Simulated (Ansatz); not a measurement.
# CH6BNTe: a ladder of functionals and wavefunction methods

One table from this session's results is given with a row withheld; the runs are named, their logs left out.

Computed with Ansatz 0.2.0, Gaussian basis. Level: functionals in def2-TZVPP, the program's frozen cores in correlated methods.

Plan: PBE-D4, r2SCAN-D4, PBE0-D4, B3LYP-D4, ωB97X-V, ωB97M-V, B2PLYP; CCSD(T)/def2-TZVPP; MP2/def2-QZVPP; extrapolation to the limit.

### Structure used throughout

All runs share one geometry, relaxed beforehand with PBE0-D4 in a triple-zeta def2 set. Te takes the def2 core potential; no spin-orbit term is included.

SMILES `NCB[TeH]`, 10 atoms, charge 0, spin multiplicity 1.

Atoms are counted from 1 here; the program's logs count them from 0.

Bond lengths: N1–C2 1.457 Å, N1–H5 1.012 Å, N1–H6 1.012 Å, C2–B3 1.560 Å, C2–H7 1.096 Å, C2–H8 1.109 Å, B3–Te4 2.119 Å, B3–H9 1.196 Å, Te4–H10 1.661 Å. Angles: C2–N1–H5 111.3°, C2–N1–H6 110.8°, H5–N1–H6 107.4°, N1–C2–B3 113.7°, N1–C2–H7 109.1°, N1–C2–H8 114.2°, B3–C2–H7 110.0°, B3–C2–H8 105.0°, H7–C2–H8 104.5°, C2–B3–Te4 124.1°, C2–B3–H9 122.3°, Te4–B3–H9 113.5°, B3–Te4–H10 95.9°.

The first run:

Contents of in.yaml:

```yaml
crystal:
  periodic: [false, false, false]
  atoms:
    - {symbol: N, position_ang: [-1.064425, 0.743058, -1.123499]}
    - {symbol: C, position_ang: [-0.475925, -0.094479, -0.086998]}
    - {symbol: B, position_ang: [1.028998, 0.213329, 0.187956]}
    - {symbol: Te, position_ang: [2.327973, -1.073148, 1.259936]}
    - {symbol: H, position_ang: [-2.071775, 0.648734, -1.145482]}
    - {symbol: H, position_ang: [-0.855203, 1.718776, -0.957770]}
    - {symbol: H, position_ang: [-0.597877, -1.147933, -0.364617]}
    - {symbol: H, position_ang: [-0.970836, -0.009428, 0.902092]}
    - {symbol: H, position_ang: [1.543256, 1.240407, -0.146955]}
    - {symbol: H, position_ang: [1.219014, -2.290415, 1.478236]}
basis:
  gaussian: {orbitals: def2-TZVPP}
hamiltonian: {xc: pbe, dispersion: d4}
output: {forces: true, orbitals: {seedname: orbitals}}
```

Started as:

```sh
$ ansatz run in.yaml --threads 4 --pin off --events-out ev --progress --plain --max-ram 10444MiB
```

Among the steps run: PBE-D4 (GGA); r2SCAN-D4 (meta-GGA); PBE0-D4 (hybrid); B3LYP-D4 (hybrid); ωB97X-V (range-separated); ωB97M-V (range-separated); B2PLYP (double hybrid); CCSD(T) in def2-TZVPP; MP2 in def2-QZVPP.

One table of the session follows, with a row left open; its other results are not shown here.

| method | atomisation energy (kJ/mol) |
| --- | --- |
| PBE-D4 | ? |
| r2SCAN-D4 | 3349.6 |
| PBE0-D4 | 3364.6 |
| B3LYP-D4 | 3363.3 |
| ωB97X-V | 3358.2 |
| ωB97M-V | 3351.0 |
| B2PLYP | 3313.8 |
| HF/def2-TZVPP | 2377.2 |
| MP2/def2-TZVPP | 3283.0 |
| CCSD/def2-TZVPP | 3200.7 |
| CCSD(T)/def2-TZVPP | 3253.1 |
| MP2/CBS | 3381.4 |
| CCSD(T)/CBS | 3351.5 |

Q: Estimate the row for PBE-D4 from the others.

As computed: atomisation energy (kJ/mol): 3425.8. In the column «atomisation energy (kJ/mol)» it is the highest.

Among the levels timed on like hardware and quicker than the yardstick, those that no quicker one beats, quickest first: PBE-D4 (2.1 s, +74.2 kJ/mol); PBE0-D4 (2.5 s, +13.1 kJ/mol); B3LYP-D4 (3.7 s, +11.8 kJ/mol); r2SCAN-D4 (4.3 s, -1.9 kJ/mol); ωB97M-V (9.5 s, -0.5 kJ/mol).

B2PLYP carry no dispersion term (for B3LYP, D4 adds 30.9 kJ/mol).

Limits of these values: All levels share the lack of spin-orbit coupling, which lowers the free heavy atoms and so the true binding.
